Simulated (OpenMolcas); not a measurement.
# Cr⁴⁺ among point charges: CASSCF and CASPT2 levels and susceptibility

Aim: the splitting of the states of Cr⁴⁺ in the field of 6 point charges, its lowest levels with spin-orbit coupling and its magnetic susceptibility.

Program: OpenMolcas 26.06. Level of theory: state-averaged CASSCF and CASPT2, spin-orbit coupling by RASSI with atomic mean-field integrals. These are calculated values, not measurements, unless marked.

### Step 1. What is computed

* Species: Cr⁴⁺ (chromium, Z = 24, 20 electrons)
* Basis: ANO-RCC-VDZP [5s4p2d1f], 34 functions
* Scalar Hamiltonian: DKH2, point nucleus
* Inactive shells: 1s 2s 2p 3s 3p
* Active space: 2 electrons in 5 orbitals (3d)
* Some configurations of this space: 3d2
* Orbitals: optimised for each spin and parity, averaged over all roots

The outer shells:

3d2
```
3d [↑ ][↑ ][  ][  ][  ]
```

The ion sits among 6 point charges of -2 e arranged as an octahedron (Oh), 1.91 Å from the ion.

The work runs as a chain of OpenMolcas steps in one folder; each step below is one input file. Labels, J, g values, rates, χT and fits are worked out afterwards by a script from the matrices that RASSI stores. The input lists half of the charges; inversion (Group=XYZ) makes the rest.

### Step 2. Basis and integrals

Contents of a.inp:

```
&GATEWAY
Coord
1

Cr 0.0 0.0 0.0
Basis=ANO-RCC-VDZP
Group=XYZ
NoMove
AngMom=0.0 0.0 0.0
AMFI
XField
3 Angstrom 0
1.910000 0.000000 0.000000 -2.000000
0.000000 1.910000 0.000000 -2.000000
0.000000 0.000000 1.910000 -2.000000
&SEWARD
```

Command:

```console
$ OMP_NUM_THREADS=1 MOLCAS_MEM=1689 MOLCAS_PROJECT=a pymolcas a.inp > a.log
```

The log of the run:

```text
Basis set label: CR.ANO-RCC...5S4P2D1F.

      Electronic valence basis set:
      ------------------
      Associated Effective Charge  24.000000 au
      Associated Actual Charge     24.000000 au
      Nuclear Model: Point charge

      Shell  nPrim  nBasis  Cartesian Spherical Contaminant
         s      21       5        X
         p      15       4        X
         d      10       2                 X
         f       6       1                 X
                  Relativistic Douglas-Kroll-Hess integrals:
                    - DKH order of Hamiltonian: 2
                    - DKH order of Properties : 0
                  Atomic mean-field integrals
```

### Step 3. Reference wave functions, triplets of even parity, 10 roots

Contents of a.inp:

```
&RASSCF
FileOrb=start.orb
Symmetry=1
Spin=3
nActEl=2 0 0
Inactive=3 6
Ras2=5 0
CIRoot=10 10 1
SDav=10
CIMx=300
Iter=120 100
PrWF=0.3
OrbListing=Nothing
MaxOrb=0
>>> COPY $Project.JobIph JOB001
```

Command:

```console
$ OMP_NUM_THREADS=1 MOLCAS_MEM=1689 MOLCAS_PROJECT=a pymolcas a.inp > a.log
```

start.orb holds the contracted functions of the basis, ordered by shell, or the orbitals of the step before.

The log of the run, shortened:

```text
[...]
      Number of active orbitals                  5
[...]
      Spin quantum number                      1.0
[...]
      Active orbitals                            5   0
[...]
      Number of CSFs                            10
      Number of root(s) required                10
[...]
      Convergence after  7 iterations
[...]
      Natural orbitals and occupation numbers for root  1
      sym 1:   0.140783   0.859217   0.000000   0.859217   0.140783
      Natural orbitals and occupation numbers for root  2
      sym 1:   0.941225   0.941225  -0.000000   0.058775   0.058775
      Natural orbitals and occupation numbers for root  3
      sym 1:   0.941020   0.058980   0.058980   0.941020   0.000000
::    RASSCF root number  1 Total energy:  -1059.31037694
::    RASSCF root number  2 Total energy:  -1059.31037694
::    RASSCF root number  3 Total energy:  -1059.31037694
[...]
::    RASSCF root number  7 Total energy:  -1059.27680830
::    RASSCF root number  8 Total energy:  -1059.21135214
::    RASSCF root number  9 Total energy:  -1059.21135214
::    RASSCF root number 10 Total energy:  -1059.21135214
```

### Step 4. Reference wave functions, singlets of even parity, 15 roots

Contents of a.inp:

```
&RASSCF
FileOrb=start.orb
Symmetry=1
Spin=1
nActEl=2 0 0
Inactive=3 6
Ras2=5 0
CIRoot=15 15 1
SDav=15
CIMx=300
Iter=120 100
PrWF=0.3
OrbListing=Nothing
MaxOrb=0
>>> COPY $Project.JobIph JOB002
```

Command:

```console
$ OMP_NUM_THREADS=1 MOLCAS_MEM=1689 MOLCAS_PROJECT=a pymolcas a.inp > a.log
```

The log of the run, shortened:

```text
[...]
      Number of active orbitals                  5
[...]
      Spin quantum number                      0.0
[...]
      Active orbitals                            5   0
[...]
      Number of CSFs                            15
      Number of root(s) required                15
[...]
      Convergence after  7 iterations
[...]
      Natural orbitals and occupation numbers for root  1
      sym 1:   0.327580   0.283498   0.715990   0.672738   0.000194
      Natural orbitals and occupation numbers for root  2
      sym 1:   0.789373   0.001664   0.207873   0.700588   0.300502
      Natural orbitals and occupation numbers for root  3
      sym 1:   0.837951   0.009335   0.638241   0.362913   0.151560
::    RASSCF root number  1 Total energy:  -1059.23303023
::    RASSCF root number  2 Total energy:  -1059.23303023
::    RASSCF root number  3 Total energy:  -1059.23303023
[...]
::    RASSCF root number 12 Total energy:  -1059.18081179
::    RASSCF root number 13 Total energy:  -1059.17613727
::    RASSCF root number 14 Total energy:  -1059.17613727
::    RASSCF root number 15 Total energy:  -1059.01851326
```

### Step 5. State interaction with spin-orbit coupling

Contents of a.inp:

```
&RASSI
NrOfJobIphs=2 10 15
1 2 3 4 5 6 7 8 9 10
1 2 3 4 5 6 7 8 9 10 11 12 13 14 15
IphNames
JOB001
JOB002
EJob
SpinOrbit
DIPRint=1.0
SOCoupling=1000.0
Subsets=2
Property=9
'ANGMOM' 1 'ANGMOM' 2 'ANGMOM' 3 'MLTPL  1' 1 'MLTPL  1' 2 'MLTPL  1' 3
'AMFI' 1 'AMFI' 2 'AMFI' 3
SOProperty=3
'ANGMOM' 1 'ANGMOM' 2 'ANGMOM' 3
```

Command:

```console
$ OMP_NUM_THREADS=1 MOLCAS_MEM=1689 MOLCAS_PROJECT=a pymolcas a.inp > a.log
```

The log of the run, shortened:

```text
SPIN-FREE ENERGIES:
  (Shifted by EMIN (a.u.) =      -1059.3103769391)
 SF State       Relative EMIN(au)   Rel lowest level(eV)    D:o, cm**(-1)      L_eff
     1             0.0000000000        0.0000000000              0.0000         3.0
     2             0.0000000000        0.0000000000              0.0000         3.0
     3             0.0000000000        0.0000000000              0.0000         3.0
     4             0.0151465427        0.4121584242           3324.2819         3.0
     5             0.0151465427        0.4121584242           3324.2819         3.0
     6             0.0151465427        0.4121584242           3324.2819         3.0
     7             0.0335686408        0.9134492516           7367.4651         3.0
    11             0.0773467132        2.1047112882          16975.6414         2.2
    12             0.0773467132        2.1047112882          16975.6414         2.2
    13             0.0773467132        2.1047112882          16975.6414         2.2
[...]
Eigenvalues of complex Hamiltonian:
   -----------------------------------
  (Shifted by EMIN (a.u.) =      -1059.3103769391)
 SO State       Relative EMIN(au)   Rel lowest level(eV)    D:o, cm**(-1)     J-value
     1            -0.0015813758        0.0000000000              0.0000         1.9
     2            -0.0015813758        0.0000000000              0.0000         2.1
     3            -0.0013112456        0.0073506185             59.2867         2.1
     4            -0.0013112456        0.0073506185             59.2867         2.2
     5            -0.0013112456        0.0073506185             59.2867         2.2
     6             0.0009767911        0.0696112677            561.4527         2.4
     7             0.0009767911        0.0696112677            561.4527         3.0
     8             0.0009767911        0.0696112677            561.4527         3.0
     9             0.0022601291        0.1045326736            843.1129         3.2
    10             0.0143863409        0.4345037067           3504.5087         2.4
    11             0.0145982350        0.4402696404           3551.0141         2.4
[...]
```

These steps took 5.8 s in all on 1 thread of AMD EPYC 7R13 (Zen 3), shared host.

Spin-free states, with their symmetry labels:

```tsv
state	degeneracy	E (cm-1)	free-ion L (%)
3T1	3	0	F (99)
3T2	3	3324	F (100)
3A2	1	7367	F (100)
1T2	3	16976	D (94)
1E	2	18021	D (83)
3T1	3	21733	P (99)
1T2	3	26143	G (94)
1T1	3	28117	G (100)
1A1	1	28436	G (98)
1E	2	29462	G (83)
1A1	1	64057	S (98)
```

With spin-orbit coupling:

| E (cm-1) | Degeneracy | Label | 2S+1 |
| --- | --- | --- | --- |
| 0.0 | 2 | E | 3 |
| 59.3 | 3 | T2 | 3 |
| 561.5 | 3 | T1 | 3 |
| 843.1 | 1 | A1 | 3 |
| 3505 | 1 | A2 | 3 |
| 3551 | 3 | T2 | 3 |
| 3786 | 3 | T1 | 3 |
| 3834 | 2 | E | 3 |
| 7763 | 3 | T2 | 3 |
| 17301 | 3 | T2 | 1 |
| 18321 | 2 | E | 1 |
| 21731 | 1 | A1 | 3 |
| 21914 | 3 | T1 | 3 |
| 22286 | 3 | T2 | 3 |
| 22301 | 2 | E | 3 |
| 26498 | 3 | T2 | 1 |
| 28469 | 3 | T1 | 1 |
| 28788 | 1 | A1 | 1 |
| 29820 | 2 | E | 1 |
| 64419 | 1 | A1 | 1 |

Powder χT (cm³ K/mol): 0.00 at 2 K, 0.01 at 5 K, 0.02 at 10 K, 0.03 at 20 K, 0.10 at 50 K, 0.21 at 100 K, 0.31 at 150 K, 0.41 at 200 K, 0.51 at 250 K, 0.60 at 300 K.

A ligand-field fit to the states below 45000 cm-1 gives 10Dq = 4135 cm-1, B = 1271 cm-1 and C = 4750 cm-1 (C/B = 3.74), with a deviation of 71 cm-1.

Orbitals of the lowest block (energies include the constant potential of the surroundings):

```tsv
shell	space	energy (hartree)	mean occupation	⟨r²⟩ (bohr²)
1s	inactive	-221.0002	2.000	0.00539
2s	inactive	-25.6281	2.000	0.100
2p	inactive	-21.2583	6.000	0.0823
3s	inactive	-2.2618	2.000	0.890
3p	inactive	-0.9318	6.000	0.997
3d	RAS2		2.000	1.26
```

### Step 6. CASPT2: IPEA 0.25, imaginary shift 0.1 (closed shells correlated: 3s 3p)

Contents of a.inp:

```
>>> COPY JOB001 $Project.JobIph
&CASPT2
Multistate=10 1 2 3 4 5 6 7 8 9 10
NoMult
Frozen=2 3
IPEA=0.25
Imaginary=0.1
MaxIter=60
WThr=0.0 0.3 0.05
PrWF=0.5
NoMix
>>> COPY JOB002 $Project.JobIph
&CASPT2
Multistate=15 1 2 3 4 5 6 7 8 9 10 11 12 13 14 15
NoMult
Frozen=2 3
IPEA=0.25
Imaginary=0.1
MaxIter=60
WThr=0.0 0.3 0.05
PrWF=0.5
NoMix
```

The log of the run, shortened:

```text
[...]
      Active orbitals                            5   0
[...]
      E2 (Variational):          -0.2301431800
      Total energy:           -1059.5405201191
[...]
::    CASPT2 Root  1     Total energy:  -1059.54052012
::    CASPT2 Root  2     Total energy:  -1059.53908304
[...]
::    CASPT2 Root 12     Total energy:  -1059.42139700
::    CASPT2 Root 13     Total energy:  -1059.41334047
::    CASPT2 Root 14     Total energy:  -1059.41345001
::    CASPT2 Root 15     Total energy:  -1059.28367255
```

This run took 1.9 s in all on 1 thread of AMD EPYC 7R13 (Zen 3), shared host.

SS-CASPT2: lowest energy less the reference's lowest, -0.2292 hartree; reference weights 0.955 to 0.966.

Spin-free states, with their symmetry labels:

```tsv
state	degeneracy	E (cm-1)	free-ion L (%)
3T1	3	0	F (99)
3T2	3	3355	F (100)
3A2	1	8132	F (100)
1T2	3	14046	D (94)
1E	2	15405	D (83)
3T1	3	18883	P (99)
1T2	3	23814	G (94)
1A1	1	25934	G (98)
1T1	3	26832	G (100)
1E	2	27691	G (83)
1A1	1	56161	S (98)
```

With spin-orbit coupling:

```tsv
E (cm-1)	Degeneracy	Label	2S+1
0	2	E	3
59	3	T2	3
560	3	T1	3
840	1	A1	3
3540	1	A2	3
3590	3	T2	3
3820	3	T1	3
3860	2	E	3
8520	3	T2	3
14380	3	T2	1
15700	2	E	1
18880	1	A1	3
19060	3	T1	3
19440	3	T2	3
19460	2	E	3
24170	3	T2	1
26290	1	A1	1
27180	3	T1	1
28050	2	E	1
56530	1	A1	1
```

Powder χT (cm³ K/mol): 0.00 at 2 K, 0.01 at 5 K, 0.02 at 10 K, 0.03 at 20 K, 0.10 at 50 K, 0.21 at 100 K, 0.31 at 150 K, 0.41 at 200 K, 0.51 at 250 K, 0.60 at 300 K.

A ligand-field fit to the states below 45000 cm-1 gives 10Dq = 5085 cm-1, B = 1114 cm-1 and C = 4440 cm-1 (C/B = 3.99), with a deviation of 616 cm-1.

### Step 7. The methods side by side

A. CASSCF
B. SS-CASPT2, IPEA 0.25, imaginary shift 0.1 (closed shells correlated: 3s 3p)

```tsv
method	ground state	first state of that spin (cm-1)	first gap with spin-orbit (cm-1)	χT at 300 K
A	3T1	3T2 3324	59.3	0.60
B	3T1	3T2 3355	59.4	0.60
```

### Step 8. Summary of results

| quantity | value |
| --- | --- |
| method | SS-CASPT2, IPEA 0.25, imaginary shift 0.1 (closed shells correlated: 3s 3p) |
| spin-free ground state | 3T1, 3-fold in its orbital part |
| first state of the same spin within the active space | 3T2 at 3350 cm⁻¹ |
| lowest level | 2-fold E, g = 0.00, 0.00, 0.00 |
| next level | 59.4 cm⁻¹ |
| χT at 300 K | 0.60 cm³ K/mol |
| effective moment at 300 K | 2.19 μB |

Cost by method:

```tsv
method	time of its own steps	time with the reference
A. CASSCF	5.8 s	5.8 s
B. SS-CASPT2, IPEA 0.25, imaginary shift 0.1, +3s 3p	1.9 s	7.7 s
```

Times are of one thread on a shared host.

In words: The spin-free ground state (3T1) comes to 99 % from free-ion F terms and keeps the highest spin of the shell. χT at 300 K is 0.60, against 1.00 cm³ K/mol for the spin alone, so spin-orbit coupling lowers it. A ligand-field fit to the states below 45000 cm-1 gives 10Dq = 5085 cm-1, B = 1114 cm-1 and C = 4440 cm-1 (C/B = 3.99), with a deviation of 616 cm-1. CASPT2 does not keep the components of a term degenerate, and the means are used. The field of point charges can differ much from that of real complexes. Point charges carry no covalency, so the field is a model and not that of real ligands.
